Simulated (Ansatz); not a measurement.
Below is the output of a Python script on the Python package of Ansatz (0.2.0) that makes harmonic frequencies at the relaxed geometry of FGeH4NSi, SMILES [F][GeH]1[NH][SiH2]1. Write a script that gives it. Level of theory (for the species named): CAM-B3LYP, def2-SVP basis, multiplicity 1.

| atom | x (Å) | y (Å) | z (Å) |
| --- | --- | --- | --- |
| F | -1.0506 | 2.1778 | 0.6117 |
| Ge | -0.2248 | 1.0838 | -0.4118 |
| N | 0.7933 | -0.0326 | 0.6615 |
| Si | -0.3950 | -1.1246 | 0.1587 |
| H | 0.6460 | 1.5959 | -1.6068 |
| H | 1.6710 | -0.2701 | 0.1145 |
| H | -1.3921 | -1.3973 | 1.2572 |
| H | 0.0444 | -2.0901 | -0.8409 |

```console
$ python run_freq.py
final positions (A) and the move of each atom
F    -0.81796    2.31137    0.55193    0.2748
Ge   -0.21718    1.05558   -0.50237    0.0952
N     0.92842   -0.10553    0.35752    0.3406
Si   -0.42550   -1.15111    0.07422    0.0937
H     0.33092    1.82647   -1.70480    0.4025
H     1.83179   -0.12215    0.81680    0.7355
H    -1.26806   -1.58115    1.22211    0.2245
H    -0.27023   -2.29068   -0.87131    0.3744
mode  1     148.7 1/cm    18.44 meV
mode  2     216.8 1/cm    26.88 meV
mode  3     379.0 1/cm    46.98 meV
mode  4     406.1 1/cm    50.36 meV
mode  5     479.3 1/cm    59.43 meV
mode  6     515.6 1/cm    63.93 meV
mode  7     651.0 1/cm    80.72 meV
mode  8     663.0 1/cm    82.20 meV
mode  9     704.6 1/cm    87.36 meV
mode 10     771.7 1/cm    95.68 meV
mode 11     784.8 1/cm    97.31 meV
mode 12     908.5 1/cm   112.64 meV
mode 13     976.4 1/cm   121.06 meV
mode 14    1017.4 1/cm   126.14 meV
mode 15    2184.9 1/cm   270.89 meV
mode 16    2240.8 1/cm   277.82 meV
mode 17    2249.7 1/cm   278.93 meV
mode 18    3642.3 1/cm   451.59 meV
imaginary modes: 0  zero-point energy: 1.1742 eV
T (K)   F_vib (eV)   S_vib (meV/K)   C_vib (meV/K)
 298.1      1.1275        0.4246          0.6284
 398.1      1.0746        0.6324          0.8064
 498.1      1.0015        0.8274          0.9320
deuterated (1/cm): 142 203 303 361 370 388 508 532 560 604 706 718 796 893 1556 1606 1626 2671
zero-point energy falls by 0.2727 eV
```

One script that gives this output:

Script `run_freq.py`:
```python
"""Vibrations and zero-point energy of FGeH4NSi."""

import warnings

import ansatz as az
from ase import Atoms
import numpy as np

BASIS_SET = "def2-SVP"
FUNCTIONAL = "CAM-B3LYP"

warnings.simplefilter("ignore", az.DeckWarning)

atoms = Atoms(["F", "Ge", "N", "Si", "H", "H", "H", "H"], positions=[
    (-1.0506, 2.1778, 0.6117),
    (-0.2248, 1.0838, -0.4118),
    (0.7933, -0.0326, 0.6615),
    (-0.395, -1.1246, 0.1587),
    (0.646, 1.5959, -1.6068),
    (1.671, -0.2701, 0.1145),
    (-1.3921, -1.3973, 1.2572),
    (0.0444, -2.0901, -0.8409),
])
system = az.Crystal.molecule_from_ase(atoms)

calc = (
    system.calculation()
    .basis(gaussian=BASIS_SET)
    .functional(FUNCTIONAL)
)
symbols = [site.symbol for site in system.cartesian_sites]
start = np.array([site.position_ang for site in system.cartesian_sites], dtype=float)
data = calc.relax(force_tolerance=0.003, max_steps=100).run(threads=1, pin="off").report
end = np.array(data["positions_ang"])

print("final positions (A) and the move of each atom")
for symbol, xyz, old in zip(symbols, end, start):
    print(f"{symbol:2s} {xyz[0]:10.5f} {xyz[1]:10.5f} {xyz[2]:10.5f}   {np.linalg.norm(xyz - old):7.4f}")

# frequencies need a stationary point, so they are taken at the relaxed geometry
minimum = az.Crystal.molecule()
for symbol, place in zip(symbols, end):
    minimum = minimum.atom(symbol, place.tolist())
vibrating = minimum.calculation()
vibrating = vibrating.basis(gaussian=BASIS_SET)
vibrating = vibrating.functional(FUNCTIONAL).phonons(temperatures=(298.15, 498.15, 100))
vib = vibrating.run(threads=1, pin="off").report["vibrations"]
sums = vib["harmonic_sums"]
modes = [m["omega_inv_cm"] for m in sums["modes_at_gamma"] if m["rigid_motion"] == "no"]
for number, w in enumerate(modes, start=1):
    print(f"mode {number:2d} {w:9.1f} 1/cm {w / 8065.544 * 1000:8.2f} meV")
print("imaginary modes:", sum(w < 0 for w in modes), " zero-point energy:", round(sums["zero_point_energy_ev"], 4), "eV")
print("T (K)   F_vib (eV)   S_vib (meV/K)   C_vib (meV/K)")
for row in zip(sums["temperatures_k"], sums["vibrational_free_energy_ev"], vib["entropy_ev_per_k"], vib["heat_capacity_ev_per_k"]):
    print(f"{row[0]:6.1f} {row[1]:11.4f} {1000 * row[2]:13.4f} {1000 * row[3]:15.4f}")

# all hydrogen replaced by deuterium
heavier = vibrating.phonons(masses={"H": 2.014102}).run(threads=1, pin="off").report["vibrations"]["harmonic_sums"]
print("deuterated (1/cm):", " ".join(f"{m['omega_inv_cm']:.0f}" for m in heavier["modes_at_gamma"] if m["rigid_motion"] == "no"))
print("zero-point energy falls by", round(sums["zero_point_energy_ev"] - heavier["zero_point_energy_ev"], 4), "eV")
```

The frequencies are harmonic and unscaled, in a modest basis. Timing: 7.2 min on 1 thread of Arm Neoverse V1, on a shared host, peak memory 0.34 GiB.
